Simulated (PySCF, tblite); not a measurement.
# CH8FN2Si2 radical, a small gas-phase stand-in for a defect centre (C site with back bonds N[SiH3], N[SiH3], F): EPR parameters

Wanted: the EPR parameters for `F[C](N[SiH3])N[SiH3]`. It is drawn as: dangling bond.

Computed with tblite 0.8.0 and PySCF 2.14.0; each step states its level. No surroundings beyond the atoms listed, unless a continuum is named. Atoms count from 0, parts from 1.

## Step 1: Starting point

14 atoms, charge 0, multiplicity 2; geometry: distance geometry start.

## Step 2: Relaxing the cluster with GFN2-xTB

What the job is given:

```
{"job": {"kind": "relax", "xc": "GFN2-xTB", "basis": "xTB"}, "charge": 0, "multiplicity": 2}
C     -0.106817    -1.562926     1.347689
N     -0.458878    -0.290063     0.755367
Si    -1.355249     0.859700     1.853131
N      0.758716    -2.396760     0.541504
Si     0.127305    -2.905886    -1.079121
F     -1.058535    -2.176426     1.990150
H      0.246882     0.116520     0.157820
H     -0.860486     0.741885     3.176880
H     -1.141593     2.189892     1.382720
H     -2.742416     0.575916     1.854979
H      1.275569    -3.115194     1.082511
H      1.145417    -3.551037    -1.824859
H     -0.976494    -3.779527    -0.922299
H     -0.309861    -1.758049    -1.797461
```

Method: GFN2-xTB geometry optimisation, gas phase.

Command:

```sh
OMP_NUM_THREADS=1 python cluster_run.py task.json out
```

One launch serves the whole session: the jobs run in the order shown.

**Question.** The jobs that follow are: PBE0-D3(BJ)/def2-SVP geometry optimisation, gas phase; UKS B3LYP, IGLO-III on C F N Si, pcH-1 on H, non-relativistic, mean-field spin-orbit, GIAO; UKS BHandHLYP, IGLO-III on C F N Si, pcH-1 on H, non-relativistic, mean-field spin-orbit, GIAO. Predict: point group; rotational constants (main isotopes); g(iso) (B3LYP); ⟨S²⟩; largest a(iso).

The runs gave:

| quantity | value |
| --- | --- |
| point group | C1 |
| rotational constants (main isotopes) | 3.79, 1.32, 1.09 GHz |
| g(iso) (B3LYP) | 2.00312 |
| ⟨S²⟩ | 0.753 (exact 0.75) |
| largest a(iso) | 13C on C0, 398.8 MHz |

**Reading.** The start of the PBE0/def2-SVP relaxation was shaken at random by about 0.01 Å, so part of the energy gained, and of the first lengths quoted, undoes that. The optimisation took 14 steps and gained 0.324 eV; among the close pairs (by a distance rule), Si4–H11 changed most, from 1.449 to 1.492 Å (PBE0/def2-SVP). C0 carries the largest spin population, 0.81 e. The isotropic g lies 0.8 ppt above the free-electron value. The coupling of 13C on C0 runs from 398.8 (B3LYP/IGLO-III+pcH-1) to 445.1 MHz (BHandHLYP/IGLO-III+pcH-1). A capped cluster stands for the solid here, so long-range fields and strain are missing, and bands or shifts of the capping hydrogens have no counterpart in it.
